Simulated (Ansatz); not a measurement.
**C₂H₇FSSi: up Jacob's ladder to CCSD(T)**

The task here is to estimate one member of a computed series from the others.

The runs use Ansatz 0.2.0, Gaussian basis; functionals in def2-TZVPP, the program's frozen cores in correlated methods.

Levels to be run: PBE-D4, r2SCAN-D4, PBE0-D4, B3LYP-D4, ωB97X-V, ωB97M-V, B2PLYP; CCSD(T)/def2-TZVPP; MP2/def2-QZVPP; extrapolation to the limit.

### The geometry

All runs share one geometry, relaxed beforehand with PBE0-D4 in a triple-zeta def2 set.

12 atoms, charge 0, spin multiplicity 1.

Atoms are counted from 1 here; the program's logs count them from 0.

Bond lengths: F1–C2 1.395 Å, C2–Si3 1.891 Å, C2–H6 1.095 Å, C2–H7 1.094 Å, Si3–C4 1.876 Å, Si3–H8 1.489 Å, Si3–H9 1.490 Å, C4–S5 1.814 Å, C4–H10 1.091 Å, C4–H11 1.094 Å, S5–H12 1.343 Å. Angles: F1–C2–Si3 109.2°, F1–C2–H6 108.2°, F1–C2–H7 108.1°, Si3–C2–H6 112.0°, Si3–C2–H7 111.1°, H6–C2–H7 108.3°, C2–Si3–C4 109.3°, C2–Si3–H8 109.4°, C2–Si3–H9 108.6°, C4–Si3–H8 110.7°, C4–Si3–H9 109.5°, H8–Si3–H9 109.3°, Si3–C4–S5 111.4°, Si3–C4–H10 113.1°, Si3–C4–H11 108.5°, S5–C4–H10 110.9°, S5–C4–H11 105.3°, H10–C4–H11 107.3° and more.

The first run:

The input, in.yaml:

```yaml
crystal:
  periodic: [false, false, false]
  atoms:
    - {symbol: F, position_ang: [-2.095960, 0.186960, 1.144404]}
    - {symbol: C, position_ang: [-1.474371, 0.831127, 0.074458]}
    - {symbol: Si, position_ang: [-0.261459, -0.363147, -0.749946]}
    - {symbol: C, position_ang: [1.037517, -0.885724, 0.498341]}
    - {symbol: S, position_ang: [2.053625, 0.521650, 1.023720]}
    - {symbol: H, position_ang: [-2.251498, 1.168646, -0.618874]}
    - {symbol: H, position_ang: [-0.956019, 1.712673, 0.464003]}
    - {symbol: H, position_ang: [-1.004328, -1.546558, -1.263822]}
    - {symbol: H, position_ang: [0.395646, 0.338406, -1.888190]}
    - {symbol: H, position_ang: [1.663732, -1.707409, 0.146137]}
    - {symbol: H, position_ang: [0.529972, -1.228891, 1.404101]}
    - {symbol: H, position_ang: [2.440142, 0.916968, -0.200431]}
basis:
  gaussian: {orbitals: def2-TZVPP}
hamiltonian: {xc: pbe, dispersion: d4}
output: {forces: true, orbitals: {seedname: orbitals}}
```

Command:

```console
> ansatz run in.yaml --threads 4 --pin off --events-out ev --progress --plain --max-ram 10444MiB
```

Steps of the session up to this table: PBE-D4 (GGA); r2SCAN-D4 (meta-GGA); PBE0-D4 (hybrid); B3LYP-D4 (hybrid); ωB97X-V (range-separated); ωB97M-V (range-separated); B2PLYP (double hybrid); CCSD(T) in def2-TZVPP; MP2 in def2-QZVPP.

One table of the session follows, with a row left open; its other results are not shown here.

| method | atomisation energy (kcal/mol) |
| --- | --- |
| PBE-D4 | 1002.6 |
| r2SCAN-D4 | 990.1 |
| PBE0-D4 | 988.3 |
| B3LYP-D4 | 986.7 |
| ωB97X-V | 993.8 |
| ωB97M-V | 992.8 |
| B2PLYP | 974.6 |
| HF/def2-TZVPP | 723.8 |
| MP2/def2-TZVPP | 972.5 |
| CCSD/def2-TZVPP | 949.2 |
| CCSD(T)/def2-TZVPP | 962.7 |
| MP2/CBS | ? |
| CCSD(T)/CBS | 988.7 |

Q: Estimate the row for MP2/CBS from the others.

**Answer.** atomisation energy (kcal/mol): 998.6. In the column «atomisation energy (kcal/mol)» it lies between ωB97X-V (993.8) and PBE-D4 (1002.6).
